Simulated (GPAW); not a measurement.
Crystal: CaB2.

```
Ca B
1.0
     3.22643    0.00000    0.00000
    -1.61322    2.79417    0.00000
     0.00000    0.00000    4.06739
Ca B
1 2
Direct
  0.00000 0.00000 0.00000
  0.66667 0.33333 0.50000
  0.33333 0.66667 0.50000
```

The cell comes from a database or a generator and needn't be the stable form of this composition.

Base run:

```yaml
Program: GPAW 26.7.0
Functional: PBEsol
Potentials_or_basis: PAW data sets generated in the run's folder for this functional
Cutoff: 800 eV
Basis: pw
k_mesh: 9 × 9 × 7
Occupations: fermi-dirac, width 0.05 eV
Spin: no spin polarisation
```

Its results: pressure -2.9 GPa.

The run is repeated on the same cell with these changes: functional from PBEsol to BLYP. What comes out?

Pressure 2.6 GPa.

BLYP binds less tightly than PBEsol, so the same cell stands under more pressure.
